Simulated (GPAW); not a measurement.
# Al3Ag (Pm-3m) in GPAW: equation of state

How stiff is Al3Ag in PBEsol, and what volume does it want? The cell is scaled to several volumes.

Program: GPAW 26.7.0. These are calculated values, not measurements. Logs are shortened: lines on timing, memory, paths and dates and some standing lists are left out, and cuts for length are marked. The log counts tension as positive stress, the text compression.

### 1 Starting point

It takes space group Pm-3m (No. 221, cubic). The conventional cell has a = 4.082 Å, b = 4.082 Å, c = 4.082 Å, α = 90.00°, β = 90.00°, γ = 90.00°. Around Ag (site symmetry m-3m) lie 12 Al at 2.89 Å. Al (site symmetry 4/mmm) has 4 Ag at 2.89 Å and 8 Al at 2.89 Å as nearest neighbours.

The cell comes from a database or a generator and needn't be the stable form of this composition.

### 2 Equation of state, PBEsol

Input file run.py:

```python
from ase import Atoms
from ase.eos import EquationOfState
from ase.io import Trajectory
from ase.units import GPa
from gpaw import GPAW, PW, setup_paths

setup_paths.insert(0, '.')

atoms = Atoms(['Ag', 'Al', 'Al', 'Al'],
              cell=[[4.081513, 0.0, 0.0],
                    [0.0, 4.081513, 0.0],
                    [0.0, 0.0, 4.081513]],
              scaled_positions=[[0.0, 0.0, 0.0],
                                [0.5, 0.5, 0.0],
                                [0.5, 0.0, 0.5],
                                [0.0, 0.5, 0.5]],
              pbc=True)

traj = Trajectory('eos.traj', 'w')
volumes, energies = [], []
for x in [0.94, 0.96, 0.98, 1.0, 1.02, 1.04, 1.06]:
    a = atoms.copy()
    a.set_cell(atoms.cell * x**(1 / 3), scale_atoms=True)
    calc = GPAW(mode=PW(600),
                xc='PBEsol',
                kpts={'size': (7, 7, 7), 'gamma': True},
                occupations={'name': 'fermi-dirac', 'width': 0.05},
                nbands=26,
                convergence={'density': 1e-05, 'energy': 1e-05},
                maxiter=150,
                txt=f'eos-{x:.2f}.txt')
    a.calc = calc
    energies.append(a.get_potential_energy(force_consistent=True))
    volumes.append(a.get_volume())
    p = -a.get_stress()[:3].mean() / GPa
    calc.write(f'eos-{x:.2f}.gpw')
    traj.write(a)
    print(f'{x:.2f} {volumes[-1]:10.4f} A^3 {energies[-1]:14.6f} eV {p:9.3f} GPa', flush=True)

v0, e0, B = EquationOfState(volumes, energies, eos='birchmurnaghan').fit()
print(f'V0 = {v0:.4f} A^3, E0 = {e0:.6f} eV, B0 = {B / GPa:.2f} GPa')
```

Potentials or basis: PAW data sets generated in the run's folder for this functional, pw.

Run with:

```console
$ gpaw-setup -f PBEsol Ag Al
$ OMP_NUM_THREADS=1 python run.py
```

The log of the run:

```text
__  _  _
 | _ |_)|_||  |
 |__||  | ||/\| - 26.7.0

Input parameters:
  mode=PW(ecut=600.0),
  convergence={'density': 1e-05, 'energy': 1e-05},
  kpts=MonkhorstPack(size=(7, 7, 7), gamma=True),
  maxiter=150,
  nbands=26,
  occupations=Occupations(name='fermi-dirac', width=0.05),
  xc=XC(name='PBEsol')

Diagonalizing LCAO Hamiltonian
Converting LCAO to pw mode
   .---------.
  /|         |
 * |         |
 |Al         |
 | |         |
 | .--Al-----.
 |/    Al   /
 Ag--------*

Atoms  # Å, Bohr magnetons
|   | symbol |        x |        y |        z |    initial magnetic moments |
|---|--------|----------|----------|----------|-----------------------------|
| 0 |     Ag | 0.000000 | 0.000000 | 0.000000 | ( 0.0000,  0.0000,  0.0000) |
| 1 |     Al | 1.999097 | 1.999097 | 0.000000 | ( 0.0000,  0.0000,  0.0000) |
| 2 |     Al | 1.999097 | 0.000000 | 1.999097 | ( 0.0000,  0.0000,  0.0000) |
| 3 |     Al | 0.000000 | 1.999097 | 1.999097 | ( 0.0000,  0.0000,  0.0000) |

Unit cell  # Å
| periodic |        x |        y |        z |  lengths |    angles |
|----------|----------|----------|----------|----------|-----------|
|      yes | 3.998193 | 0.000000 | 0.000000 | 3.998193 | 90.000000 |
|      yes | 0.000000 | 3.998193 | 0.000000 | 3.998193 | 90.000000 |
|      yes | 0.000000 | 0.000000 | 3.998193 | 3.998193 | 90.000000 |

Number of symmetries: 48
Symmetry operations  # r_c * U_cc + t_c -> r_c
|    | kind |            matrix            |
|----|------|------------------------------|
|  0 |  E   |  1, 0, 0,  0, 1, 0,  0, 0, 1 |
|  1 |  σ   |  1, 0, 0,  0, 1, 0,  0, 0,-1 |
|  2 |  σ   |  1, 0, 0,  0, 0, 1,  0, 1, 0 |
|  3 |  C4  |  1, 0, 0,  0, 0, 1,  0,-1, 0 |
|  4 |  C4  |  1, 0, 0,  0, 0,-1,  0, 1, 0 |
|  5 |  σ   |  1, 0, 0,  0, 0,-1,  0,-1, 0 |
|  6 |  σ   |  1, 0, 0,  0,-1, 0,  0, 0, 1 |
|  7 |  C2  |  1, 0, 0,  0,-1, 0,  0, 0,-1 |
|  8 |  σ   |  0, 1, 0,  1, 0, 0,  0, 0, 1 |
|  9 |  C2  |  0, 1, 0,  1, 0, 0,  0, 0,-1 |
| 10 |  C3  |  0, 1, 0,  0, 0, 1,  1, 0, 0 |
| 11 |  S6  |  0, 1, 0,  0, 0, 1, -1, 0, 0 |
| 12 |  S6  |  0, 1, 0,  0, 0,-1,  1, 0, 0 |
| 13 |  C3  |  0, 1, 0,  0, 0,-1, -1, 0, 0 |
| 14 |  C4  |  0, 1, 0, -1, 0, 0,  0, 0, 1 |
| 15 |  S4  |  0, 1, 0, -1, 0, 0,  0, 0,-1 |
| 16 |  C3  |  0, 0, 1,  1, 0, 0,  0, 1, 0 |
| 17 |  S6  |  0, 0, 1,  1, 0, 0,  0,-1, 0 |
| 18 |  σ   |  0, 0, 1,  0, 1, 0,  1, 0, 0 |
| 19 |  C4  |  0, 0, 1,  0, 1, 0, -1, 0, 0 |
| 20 |  C2  |  0, 0, 1,  0,-1, 0,  1, 0, 0 |
| 21 |  S4  |  0, 0, 1,  0,-1, 0, -1, 0, 0 |
| 22 |  S6  |  0, 0, 1, -1, 0, 0,  0, 1, 0 |
| 23 |  C3  |  0, 0, 1, -1, 0, 0,  0,-1, 0 |
| 24 |  S6  |  0, 0,-1,  1, 0, 0,  0, 1, 0 |
| 25 |  C3  |  0, 0,-1,  1, 0, 0,  0,-1, 0 |
| 26 |  C4  |  0, 0,-1,  0, 1, 0,  1, 0, 0 |
| 27 |  σ   |  0, 0,-1,  0, 1, 0, -1, 0, 0 |
| 28 |  S4  |  0, 0,-1,  0,-1, 0,  1, 0, 0 |
| 29 |  C2  |  0, 0,-1,  0,-1, 0, -1, 0, 0 |
| 30 |  C3  |  0, 0,-1, -1, 0, 0,  0, 1, 0 |
| 31 |  S6  |  0, 0,-1, -1, 0, 0,  0,-1, 0 |
| 32 |  C4  |  0,-1, 0,  1, 0, 0,  0, 0, 1 |
| 33 |  S4  |  0,-1, 0,  1, 0, 0,  0, 0,-1 |
| 34 |  S6  |  0,-1, 0,  0, 0, 1,  1, 0, 0 |
| 35 |  C3  |  0,-1, 0,  0, 0, 1, -1, 0, 0 |
| 36 |  C3  |  0,-1, 0,  0, 0,-1,  1, 0, 0 |
| 37 |  S6  |  0,-1, 0,  0, 0,-1, -1, 0, 0 |
| 38 |  σ   |  0,-1, 0, -1, 0, 0,  0, 0, 1 |
| 39 |  C2  |  0,-1, 0, -1, 0, 0,  0, 0,-1 |
| 40 |  σ   | -1, 0, 0,  0, 1, 0,  0, 0, 1 |
| 41 |  C2  | -1, 0, 0,  0, 1, 0,  0, 0,-1 |
| 42 |  C2  | -1, 0, 0,  0, 0, 1,  0, 1, 0 |
| 43 |  S4  | -1, 0, 0,  0, 0, 1,  0,-1, 0 |
| 44 |  S4  | -1, 0, 0,  0, 0,-1,  0, 1, 0 |
| 45 |  C2  | -1, 0, 0,  0, 0,-1,  0,-1, 0 |
| 46 |  C2  | -1, 0, 0,  0,-1, 0,  0, 0, 1 |
| 47 |  i   | -1, 0, 0,  0,-1, 0,  0, 0,-1 |

BZ-sampling:
  Number of BZ points: 343
  Number of IBZ points: 20

  Monkhorst-Pack size: [7, 7, 7]
  Monkhorst-Pack shift: [0, 0, 0]

K-points  # in reciprocal-cell coordinates
|     |                                coordinates |     weight |
|-----|--------------------------------------------|------------|
|   0 | (  0.00000000,   0.00000000,   0.00000000) | 0.00291545 |
|   1 | (  0.14285714,   0.00000000,   0.00000000) | 0.01749271 |
|   2 | (  0.14285714,   0.14285714,   0.00000000) | 0.03498542 |
|   3 | (  0.14285714,   0.14285714,   0.14285714) | 0.02332362 |
|   4 | (  0.28571429,   0.00000000,   0.00000000) | 0.01749271 |
|   5 | (  0.28571429,   0.14285714,   0.00000000) | 0.06997085 |
|   6 | (  0.28571429,   0.14285714,   0.14285714) | 0.06997085 |
|   7 | (  0.28571429,   0.28571429,   0.00000000) | 0.03498542 |
|   8 | (  0.28571429,   0.28571429,   0.14285714) | 0.06997085 |
|   9 | (  0.28571429,   0.28571429,   0.28571429) | 0.02332362 |
| ... |                                            |            |
|  19 | (  0.42857143,   0.42857143,   0.42857143) | 0.02332362 |

Plane wave coefficients: 2164
Cutoff: 600.0 eV

Spin-components: 1 (collinear spins)
Bands:           26
Projectors:      21
Spin-degeneracy: 2
Datatype:        complex128

Parallelization:
  kpt:    1
  domain: 1
  band:   1

Density:
  Valence electrons: 26.0
  Components: 1
  Grid points: [24 24 24]
  Charge: 0.0  # |e|

Potential:
  Grid points: [24 24 24]

species:
  Ag:
    name:    Silver
    Z:       47.0
    valence: 17
    core:    30
    charge:  0.0  # [|e|]
    compensation charges:
      type: gauss
      rc: 0.40  # [Å]
      lmax: 2
    cutoffs:
      filter: 2.35  # [Å]
      core: 2.19  # [Å]
    projectors
    | kind |    occ | energy [eV] | rcut [Å] |
    |------|--------|-------------|----------|
    |   5s |  1.000 |      -4.417 |    1.286 |
    |   4p |  6.000 |     -58.524 |    1.328 |
    |   5p |  0.000 |      -0.670 |    1.328 |
    |   4d | 10.000 |      -7.455 |    1.180 |
    |    s |        |      22.795 |    1.286 |
    |    d |        |      19.756 |    1.180 |

    Using partial waves for Ag as LCAO basis

  Al:
    name:    Aluminium
    Z:       13.0
    valence: 3
    core:    10
    charge:  0.0  # [|e|]
    compensation charges:
      type: gauss
      rc: 0.34  # [Å]
      lmax: 2
    cutoffs:
      filter: 1.91  # [Å]
      core: 2.36  # [Å]
    projectors
    | kind |    occ | energy [eV] | rcut [Å] |
    |------|--------|-------------|----------|
    |   3s |  2.000 |      -7.715 |    1.085 |
    |   3p |  1.000 |      -2.689 |    1.085 |
    |    s |        |      19.497 |    1.085 |
    |    p |        |      24.522 |    1.085 |
    |    d |        |       0.000 |    1.085 |

    Using partial waves for Al as LCAO basis

Reference energy: -164299.350758  # eV

eigensolver:
  PPCG
  Converge bands: occupied
  niter=2

density mixing:
  MSR1-Mixer
  Pratt-step length: 0.05
  Maximum mixing coefficient: 0.75
  Old densities: 10
  SVD Regularization: 0.005
  Good broyden scale: 1.0
  Trust region scale: 1.0
  Backstep threshold: 4.0
  History deletion threshold: 6.0
  Fourier metric: weight=20.0, sigma=0.015

occupation numbers:
  Fermi-Dirac:
    width: 0.0500  # eV

poisson solver:
  ecut: 4800.0  # eV

xc functional:
  name: PBEsol with 2 nearest neighbor stencil

convergence criteria:
- Maximum integral of absolute [dens]ity change: 1e-05 electrons / valence electron
- Maximum [total energy] change in last 3 cyles: 1e-05 eV / valence electron
- Maximum integral of absolute [eigenst]ate change: 4e-08 eV^2 / valence electron
maximum number of iterations: 150

SCF iterations
|iter     | |      energy | eigst |  dens |
|---------|-|-------------|-------|-------|
|iter:   1| |  -17.185660 | +0.06 |       |
|iter:   2| |  -16.559368 | -2.48 | -0.97 |
|iter:   3| |  -15.661726 | -1.84 | -1.05 |
|iter:   4| |  -15.623887 | -3.38 | -1.44 |
|iter:   5| |  -15.610686 | -3.38 | -1.68 |
|iter:   6| |  -15.610504 | -5.14 | -2.94 |
|iter:   7| |  -15.610524c| -5.73 | -3.36 |
|iter:   8| |  -15.610525c| -7.17 | -4.30 |
|iter:   9| |  -15.610525c| -7.46c| -4.79 |
|iter:  10| |  -15.610525c| -8.05c| -5.29c|

Converged in 10 steps
Energy contributions relative to reference atoms: (reference = -164299.350758)

Energy contributions:
  Kinetic:          11.459567
  Coulomb:          -6.398841
  Zero:              0.234259
  External:          0.000000
  Xc:              -20.902320
  Entropy:          -0.006382
  Spinorbit:         0.000000
  ----------------------------
  Free energy:     -15.613716
  Extrapolated:    -15.610525

dipole moment: (-19.560354, -19.560354, -19.560354)  # |e|*Ang

Fermi level: 8.145
Eigenvalues  # (at kpt = [0.000, 0.000, 0.000])
| band index |      eig [eV] | occ [0-2] |
|------------|---------------|-----------|
|          0 |       -48.488 |     2.000 |
|        ... |               |           |
|          5 |         1.727 |     2.000 |
|          6 |         2.503 |     2.000 |
|          7 |         2.503 |     2.000 |
|          8 |         2.503 |     2.000 |
|          9 |         5.702 |     2.000 |
|         10 |         5.702 |     2.000 |
[... 8 lines left out ...]
|         19 |        15.305 |     0.000 |
|         20 |        15.305 |     0.000 |
|        ... |               |           |
|         25 |        18.557 |     0.000 |

No gap
No difference between direct/indirect transitions

Stress tensor  # eV/Ang^3
|         x |         y |         z |
|-----------|-----------|-----------|
| -0.016784 | -0.000000 |  0.000000 |
| -0.000000 | -0.016784 |  0.000000 |
|  0.000000 |  0.000000 | -0.016784 |

# Writing to eos-0.94.gpw (mode='')
```

Run time: 2.2 min. Hardware: 1 thread of Arm Neoverse V2, shared host; peak memory 0.26 GiB.

Results:

```
Equilibrium volume                      : 16.42 Å³/atom
Bulk modulus                            : 93 GPa
Pressure derivative of the bulk modulus : 4.8
```

Energy against volume, from the lowest point:
```csv
volume (Å³/atom),energy (meV/atom)
15.978,3.42
16.318,0.00
16.658,0.83
16.998,5.43
17.338,13.39
17.678,24.33
18.018,37.90
```
